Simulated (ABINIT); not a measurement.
A run of ABINIT 10.8.3 (patched build) is set up as follows.

The input run.abi:

```
# Pseudopotentials
pp_dirpath "./"
pseudos "Hg.LDA_PW-JTH.xml, O.LDA_PW-JTH.xml"

# Structure
acell 4.6098977821 4.590114522 4.6470604912 Angstrom
rprim
    -0.0027573279     0.7125960607     0.7015691351
     0.7033436714    -0.0089697108     0.7107933766
     0.6978482432     0.7161454012    -0.0119830590
ntypat 2
znucl 80 8
natom 3
typat 1 1 2
xcart
     6.1025492660     6.2094454037     6.0859565258
     9.1538238991     9.3141681056     9.1289347887
     3.0512746330     3.1047227019     3.0429782629
chkprim 0
chksymtnons 0
tolsym 1.0e-6

# Plane-wave basis
ecut 19.0
pawecutdg 38.0

# k points
kptopt 1
ngkpt 5 5 5
nshiftk 1
shiftk 0.0 0.0 0.0

# Exchange and correlation
ixc 7

# Bands and occupations
nband 19
occopt 3
tsmear 0.00183747

# SCF cycle
nstep 100
tolvrs 1.0e-9

# Output
iomode 3
prtwf 0
prteig 0
prtebands 0
enunit 2
prtvol 2
prtden 1
prtvha 1
prtvclmb 1
prtpot 1
```

Potentials or basis: JTH PAW LDA v2.0.

Command:

```bash
$ abinit run.abi > log 2>&1
```

Problem. What does it give for the largest force?

Solution. 0.159 eV/Å.

Problem. What does it give for the pressure?

Solution. -10.9 GPa.

Stress tensor (GPa, compression positive):
```
-11.04   0.00  -0.02
  0.00 -10.86  -0.13
 -0.02  -0.13 -10.93
```

The run has no spin-orbit coupling, so splittings on Hg are missing.
